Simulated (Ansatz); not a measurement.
This script drives the Ansatz DFT code, driven from Python.

`md.py`:
```python
import ansatz as az
import numpy as np


def main() -> None:
    mol = (
        az.Crystal.molecule()
        .atom("Cl", (-2.6036, 0.7864, -0.4338))
        .atom("B", (-0.9214, 0.2792, -0.1565))
        .atom("C", (0.6048, 0.5543, 0.1557))
        .atom("C", (0.3024, -0.8335, -0.0327))
        .atom("H", (1.1862, 1.0142, -0.6929))
        .atom("H", (0.8156, 0.8753, 1.22))
        .atom("H", (0.5324, -1.293, -1.0008))
        .atom("H", (0.1758, -1.44, 0.8852))
    )

    setup = (
        mol.calculation()
        .basis(gaussian="6-31G")
        .functional("b3lyp", dispersion="d3bj")
        .md("nve", timestep=1.0, steps=40, temperature=300, initial_velocities="maxwell_boltzmann", seed=72)
    )
    frames = []
    setup.session().plan().execute(on_event=lambda e: frames.append(e["data"]) if e["event"] == "md_step" else None)
    print("t (fs)   E_pot (eV)      E_kin (eV)   T (K)   d(0-1) (A)")
    for f in frames[::1]:
        xyz = np.array(f["positions_ang"])
        print(f"{f['time_fs']:6.2f} {f['lagrangian_ev']:14.5f} {f['e_kin_ev']:10.5f} {f['temperature_k']:8.1f} {np.linalg.norm(xyz[0] - xyz[1]):9.4f}")
    kept = np.array([f["conserved_ev"] for f in frames])
    print(f"conserved energy moves by at most {1000 * np.ptp(kept):.3f} meV")


if __name__ == "__main__":
    main()
```

It is started by `python md.py`. How long does it take on 1 thread of Arm Neoverse V1, on a shared host, and how much memory does it need?

It took about 81 s, with a peak of 0.18 GiB, for 1 run of the engine.

`python md.py` gives:
```text
t (fs)   E_pot (eV)      E_kin (eV)   T (K)   d(0-1) (A)
  0.00   -15336.14927    0.23267    300.0    1.7787
  1.00   -15336.17256    0.25566    329.6    1.7802
  2.00   -15336.23326    0.31662    408.2    1.7840
  3.00   -15336.33395    0.41638    536.9    1.7899
  4.00   -15336.45824    0.53742    692.9    1.7976
  5.00   -15336.56001    0.63772    822.3    1.8067
  6.00   -15336.61716    0.69634    897.9    1.8169
  7.00   -15336.64666    0.72613    936.3    1.8275
  8.00   -15336.65362    0.73245    944.4    1.8380
  9.00   -15336.63050    0.71018    915.7    1.8476
 10.00   -15336.58781    0.66870    862.2    1.8556
 11.00   -15336.54183    0.62286    803.1    1.8616
 12.00   -15336.49579    0.57702    744.0    1.8652
 13.00   -15336.45439    0.53688    692.2    1.8659
 14.00   -15336.43471    0.51726    667.0    1.8640
 15.00   -15336.43684    0.51776    667.6    1.8594
 16.00   -15336.43921    0.51991    670.4    1.8524
 17.00   -15336.43608    0.51689    666.5    1.8432
 18.00   -15336.42645    0.50621    652.7    1.8324
 19.00   -15336.39686    0.47692    614.9    1.8203
 20.00   -15336.35105    0.43273    558.0    1.8074
 21.00   -15336.31059    0.39288    506.6    1.7942
 22.00   -15336.28412    0.36577    471.6    1.7813
 23.00   -15336.26305    0.34454    444.2    1.7690
 24.00   -15336.24538    0.32771    422.5    1.7578
 25.00   -15336.24356    0.32636    420.8    1.7478
 26.00   -15336.26653    0.34921    450.3    1.7393
 27.00   -15336.31313    0.39496    509.3    1.7323
 28.00   -15336.36812    0.44768    577.2    1.7267
 29.00   -15336.39915    0.47788    616.2    1.7222
 30.00   -15336.39470    0.47531    612.9    1.7185
 31.00   -15336.38146    0.46387    598.1    1.7151
 32.00   -15336.38570    0.46760    602.9    1.7117
 33.00   -15336.40039    0.48026    619.2    1.7078
 34.00   -15336.39621    0.47510    612.6    1.7034
 35.00   -15336.35980    0.44025    567.7    1.6983
 36.00   -15336.31582    0.39898    514.4    1.6927
 37.00   -15336.30507    0.38896    501.5    1.6867
 38.00   -15336.33724    0.41856    539.7    1.6806
 39.00   -15336.37470    0.45367    585.0    1.6746
 40.00   -15336.38253    0.46248    596.3    1.6691
conserved energy moves by at most 6.173 meV
```

Total energies depend on the basis set; only differences at equal settings carry meaning. The trajectory is only some femtoseconds long, so its temperature is not equilibrated; where the script doesn't relax first, it starts from a rough generated geometry. b3lyp holds the VWN-RPA fit, as in Gaussian; the form of ORCA and Turbomole is b3lyp5. The temperature counts the internal degrees of freedom alone. With hydrogen a step over 0.5 fs is long.

(Lines on the test bed's own set-up are left out of the output.)
